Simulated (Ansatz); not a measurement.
# Mg2Rh: a single-point run

The task is a single-point run on Mg2Rh. The structure is shown as the input types it.

Computed with Ansatz 0.2.0 (DFT, r2SCAN, PAW with Ansatz's default frozen-core files, scalar-relativistic, unless a step's input says otherwise).

5 further runs of the same task are left out: 5 that didn't finish.

### 1 The structure to begin with

Symmetry: I4/mmm, No. 139, tetragonal system. The conventional cell has a = 3.172 Å, b = 3.172 Å, c = 10.109 Å, α = 90.00°, β = 90.00°, γ = 90.00°. Mg (site symmetry 4mm) is surrounded by 4 Rh at 2.67 Å and 1 Mg at 2.89 Å. Around Rh (site symmetry 4/mmm) lie 8 Mg at 2.67 Å.

Coordinates:

```cif
data_structure
_symmetry_space_group_name_H-M 'I4/mmm'
_symmetry_Int_Tables_number 139
_cell_length_a 3.1719
_cell_length_b 3.1719
_cell_length_c 10.1086
_cell_angle_alpha 90.000
_cell_angle_beta 90.000
_cell_angle_gamma 90.000
_cell_volume 101.70
loop_
_atom_site_label
_atom_site_type_symbol
_atom_site_symmetry_multiplicity
_atom_site_Wyckoff_symbol
_atom_site_fract_x
_atom_site_fract_y
_atom_site_fract_z
_atom_site_occupancy
Mg1 Mg 4 e 0.50000 0.50000 0.14282 1
Rh1 Rh 2 a 0.00000 0.00000 0.00000 1
```

### 2 The run

Contents of input.yaml:

```yaml
crystal:
  lattice:
    - [-1.5859504672, 1.5859504672, 5.0542939461]
    - [1.5859504672, -1.5859504672, 5.0542939461]
    - [1.5859504672, 1.5859504672, -5.0542939461]
  atoms:
    - { symbol: Mg, position: [0.6428177, 0.6428177, 0.0] }
    - { symbol: Mg, position: [0.3571823, 0.3571823, 0.0] }
    - { symbol: Rh, position: [0.0, 0.0, 0.0] }
kpoints:
  mp_grid: { grid: [13, 13, 13] }
scf:
  occupations: { method: fermi_dirac, width: 0.05 }
  max_iter: 80
hamiltonian:
  xc: r2scan
  pseudopotentials: { kind: paw }
output:
  forces: true
  stress: true
  eigenvalues: true
  efg: { contact_densities: true }
  populations: true
basis:
  ecutwfc: "400 K"
```

Command:

```
$ ansatz run input.yaml --threads 1 --pin off --max-ram 3072MiB --backend cpu --events-out ev --progress --plain --runs-dir out
```

What happens when this is run?

The run ended at the input check. Its message: «inconsistent input (basis.ecutwfc, kpoints): the smallest per-k basis holds n_pw = 0 plane waves (k-point 1, counted from 0 among those solved) but the deck needs at least 20 band(s) per channel ...»

In the input, basis.ecutwfc is 400 K. The unit is at fault. At this value the smallest basis holds 0 plane waves, fewer than the 20 bands to be solved.

Fix: delete basis.ecutwfc (the default then holds).
